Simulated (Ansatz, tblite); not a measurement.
# BMe2(CH2SiH3) (C₃H₁₁BSi): spin-state energies by level

Is the singlet the ground state of BMe2(CH2SiH3) (C₃H₁₁BSi)? Other spin states are computed and compared level by level.

Method: as each input shows; program: Ansatz 0.2.0, Gaussian basis.

Plan: triplet, at the geometry of the singlet (GFN1-xTB, GFN2-xTB, PBE0-D4/def2-TZVP, PBE-D4/def2-TZVP, r2SCAN-D4/def2-TZVP); the singlet's energies come from earlier runs.

2 further runs of the same task are left out: 2 set aside as unsound or not needed.

**1. The geometry**

The singlet was relaxed beforehand with PBE0-D4/def2-SVP.

16 atoms, charge 0, spin multiplicity 1.

Bond lengths: B1–C2 1.574 Å, B1–C6 1.575 Å, B1–C10 1.565 Å, C2–H3 1.101 Å, C2–H4 1.108 Å, C2–H5 1.101 Å, C6–H7 1.100 Å, C6–H8 1.103 Å, C6–H9 1.108 Å, C10–Si11 1.889 Å, C10–H12 1.103 Å, C10–H13 1.103 Å, Si11–H14 1.496 Å, Si11–H15 1.496 Å, Si11–H16 1.496 Å. Angles: C2–B1–C6 119.6°, C2–B1–C10 119.7°, C6–B1–C10 120.7°, B1–C2–H3 114.4°, B1–C2–H4 105.7°, B1–C2–H5 114.2°, H3–C2–H4 106.2°, H3–C2–H5 109.5°, H4–C2–H5 106.0°, B1–C6–H7 115.4°, B1–C6–H8 111.9°, B1–C6–H9 107.3°, H7–C6–H8 109.2°, H7–C6–H9 107.4°, H8–C6–H9 105.1°, B1–C10–Si11 108.8°, B1–C10–H12 113.2°, B1–C10–H13 113.5° and more.

**2. Triplet at the fixed geometry, GFN1-xTB**

Tight binding, by tblite at 300 K electronic temperature and without a spin-polarisation term:

```python
tblite.interface.Calculator('GFN1-xTB', numbers, positions, charge=0, uhf=2).singlepoint()
```

Energy -418.3282 eV; 0.012 s.

**3. Triplet at the fixed geometry, GFN2-xTB**

Tight binding, by tblite at 300 K electronic temperature and without a spin-polarisation term:

```python
tblite.interface.Calculator('GFN2-xTB', numbers, positions, charge=0, uhf=2).singlepoint()
```

Energy -402.4149 eV; 0.009 s.

**4. Triplet at the fixed geometry, PBE0-D4/def2-TZVP**

The input, in.yaml:

```yaml
crystal:
  periodic: [false, false, false]
  atoms:
    - {symbol: B, position_ang: [0.290089, 0.357785, -0.479729]}
    - {symbol: C, position_ang: [1.858430, 0.357399, -0.341435]}
    - {symbol: H, position_ang: [2.276415, 1.274052, 0.102303]}
    - {symbol: H, position_ang: [2.251394, 0.307008, -1.376447]}
    - {symbol: H, position_ang: [2.264924, -0.522461, 0.181382]}
    - {symbol: C, position_ang: [-0.484360, 1.727158, -0.547505]}
    - {symbol: H, position_ang: [-1.532929, 1.660134, -0.874256]}
    - {symbol: H, position_ang: [0.043999, 2.467810, -1.171179]}
    - {symbol: H, position_ang: [-0.483243, 2.157419, 0.473121]}
    - {symbol: C, position_ang: [-0.485633, -1.000964, -0.504016]}
    - {symbol: Si, position_ang: [-1.061527, -1.404854, 1.249539]}
    - {symbol: H, position_ang: [-1.404227, -0.965967, -1.113970]}
    - {symbol: H, position_ang: [0.134772, -1.856793, -0.819853]}
    - {symbol: H, position_ang: [0.103815, -1.500762, 2.183018]}
    - {symbol: H, position_ang: [-1.983382, -0.345052, 1.763900]}
    - {symbol: H, position_ang: [-1.788558, -2.711901, 1.275137]}
basis:
  gaussian: {orbitals: def2-TZVP}
magnetization: {spin_polarized: true, initial_magnetization: 2}
hamiltonian: {xc: pbe0, dispersion: d4}
scf: {omitted_lower_state_checks: [starts]}
output: {orbitals: {seedname: orbitals}}
```

Run with:

```console
$ ansatz run in.yaml --threads 2 --pin off --events-out ev --progress --plain --max-ram 32768MiB --backend cpu
```

Standard output:

```text
Functional definition: PBE0
  name "PBE0"
  cite "Adamo & Barone, J. Chem. Phys. 110, 6158 (1999) doi:10.1063/1.478522"
  cite "Perdew, Burke & Ernzerhof, Phys. Rev. Lett. 77, 3865 (1996) doi:10.1103/PhysRevLett.77.3865"
  parent pbe
  parameter a = 0.25
  parameter kappa = 0.804
  parameter beta = 0.06672455060314922
  exchange = (1 - a)*pbe_x(kappa = kappa, mu = beta*pi^2/3) + a*exact_x
  correlation = pbe_c(beta = beta)
these checks for a lower state are left out or cut short: starts
1461 factors; their error is unknown
mean field evaluation 1: about -11810.6992 eV, gradient 6.1e1 eV
mean field evaluation 2: about -11637.4427 eV, gradient 1.5e2 eV
mean field evaluation 4: about -11827.0777 eV, gradient 2.6e1 eV
mean field evaluation 8: about -11832.2305 eV, gradient 7.5e-1 eV
mean field evaluation 16: about -11832.2509 eV, gradient 1.6e-2 eV
mean field evaluation 32: about -11832.4379 eV, gradient 1.2e-5 eV
mean field -11832.43792887 eV, -434.8340735713 hartree, gradient 1.1e-5 eV, S^2 2.006826; 0 other end points of the search recorded, 0 dependent functions left out
reference -11832.43796972 eV, -434.8340750728 hartree; 25, 23 occupied and 202, 204 virtual orbitals, 1461 factors
Total energy: -11832.72004817 eV, -434.8444412645 hartree
Checks for a lower state left out: starts
```

It took 26 s on 2 threads of AMD EPYC 7R13, shared host; peak memory 1.1 GiB.

HOMO -2.72 eV, LUMO -6.26 eV (over both spins; with the spin held, an empty level of the minority spin lies below the top filled one); ⟨S²⟩ 2.007 (pure: 2.00).

**5. Triplet at the fixed geometry, PBE-D4/def2-TZVP**

start.molden holds the orbitals of an earlier run on this state, given as this run's starting guess.

in.yaml: that of step 4 with these lines changed.

```diff
@@ -20,5 +20,5 @@
 basis:
-  gaussian: {orbitals: def2-TZVP}
+  gaussian: {orbitals: def2-TZVP, initial_orbitals: start.molden}
 magnetization: {spin_polarized: true, initial_magnetization: 2}
-hamiltonian: {xc: pbe0, dispersion: d4}
+hamiltonian: {xc: pbe, dispersion: d4}
 scf: {omitted_lower_state_checks: [starts]}
```

Same command.

Standard output:

```text
Functional definition: PBE
  name "PBE"
  cite "Perdew, Burke & Ernzerhof, Phys. Rev. Lett. 77, 3865 (1996) doi:10.1103/PhysRevLett.77.3865"
  parent pbe
  parameter kappa = 0.804
  parameter beta = 0.06672455060314922
  exchange = pbe_x(kappa = kappa, mu = beta*pi^2/3)
  correlation = pbe_c(beta = beta)
these checks for a lower state are left out or cut short: starts
1445 factors; their error is unknown
mean field evaluation 1: about -11830.8874 eV, gradient 6.9e0 eV
mean field evaluation 2: about -11831.0212 eV, gradient 2.0e-1 eV
mean field evaluation 4: about -11830.9814 eV, gradient 1.1e-2 eV
mean field evaluation 8: about -11830.9814 eV, gradient 1.8e-5 eV
mean field evaluation 16: about -11830.9814 eV, gradient 4.0e-6 eV
mean field -11830.98139874 eV, -434.7805470766 hartree, gradient 4.0e-6 eV, S^2 2.004346; 0 other end points of the search recorded, 0 dependent functions left out
reference -11830.98145396 eV, -434.7805491057 hartree; 25, 23 occupied and 202, 204 virtual orbitals, 1445 factors
Total energy: -11831.31234744 eV, -434.7927092169 hartree
Checks for a lower state left out: starts
```

Wall time 7.5 s (2 threads of AMD EPYC 7R13, shared host).

Report: HOMO -1.84 eV, LUMO -7.00 eV (over both spins; with the spin held, an empty level of the minority spin lies below the top filled one); ⟨S²⟩ 2.004 (pure: 2.00).

**6. Triplet at the fixed geometry, r2SCAN-D4/def2-TZVP**

in.yaml: that of step 5 with these lines changed.

```diff
@@ -22,3 +22,3 @@
 magnetization: {spin_polarized: true, initial_magnetization: 2}
-hamiltonian: {xc: pbe, dispersion: d4}
+hamiltonian: {xc: r2scan, dispersion: d4}
 scf: {omitted_lower_state_checks: [starts]}
```

The command is unchanged.

Standard output:

```text
Functional definition: r2SCAN
  name "r2SCAN"
  cite "Furness, Kaplan, Ning, Perdew & Sun, J. Phys. Chem. Lett. 11, 8208 (2020) doi:10.1021/acs.jpclett.0c02405"
  cite "Furness, Kaplan, Ning, Perdew & Sun, J. Phys. Chem. Lett. 11, 9248 (2020) doi:10.1021/acs.jpclett.0c03077"
  parent r2scan
  parameter k0 = 0.174
  parameter k1 = 0.065
  parameter a1 = 4.9479
  exchange = r2scan_x(k0 = k0, k1 = k1, a1 = a1)
  correlation = r2scan_c
these checks for a lower state are left out or cut short: starts
1445 factors; their error is unknown
mean field evaluation 1: about -11837.8185 eV, gradient 4.3e0 eV
mean field evaluation 2: about -11837.8710 eV, gradient 8.2e-2 eV
mean field evaluation 4: about -11837.8332 eV, gradient 1.3e-3 eV
mean field evaluation 8: about -11837.8332 eV, gradient 6.9e-5 eV
mean field -11837.83324391 eV, -435.0323477422 hartree, gradient 6.1e-6 eV, S^2 2.009610; 0 other end points of the search recorded, 0 dependent functions left out
reference -11837.83326266 eV, -435.0323484313 hartree; 25, 23 occupied and 202, 204 virtual orbitals, 1445 factors
Total energy: -11837.92086346 eV, -435.0355677012 hartree
Checks for a lower state left out: starts
```

It took 13 s on 2 threads of AMD EPYC 7R13, shared host.

From the report: HOMO -2.03 eV, LUMO -6.87 eV (over both spins; with the spin held, an empty level of the minority spin lies below the top filled one); ⟨S²⟩ 2.010 (pure: 2.00).

**7. Triplet less singlet, vertical**

The singlet's energies are those of its earlier runs, whose logs aren't repeated here.

```csv
level,"triplet less singlet, vertical (eV)",time
GFN1-xTB,+5.365,0.019 s
GFN2-xTB,+5.082,0.015 s
PBE-D4/def2-TZVP,+5.380,10 s
r2SCAN-D4/def2-TZVP,+5.507,17 s
PBE0-D4/def2-TZVP,+5.746,30 s
```

Times add the two runs; a level without a time comes out of a correlated run. Tight binding without a spin term can't rank spin states.

**8. Outcome**

```
                                                quantity                                   value
triplet less singlet, vertical, functionals in def2-TZVP  +5.380 (PBE-D4) to +5.746 eV (PBE0-D4)
```

**Reading.** All functionals put the triplet above the singlet, over a spread of 0.366 eV. The checks for a lower triplet were left out, so another state of that spin may lie lower. These are electronic energies, without zero-point motion, entropy or surroundings.
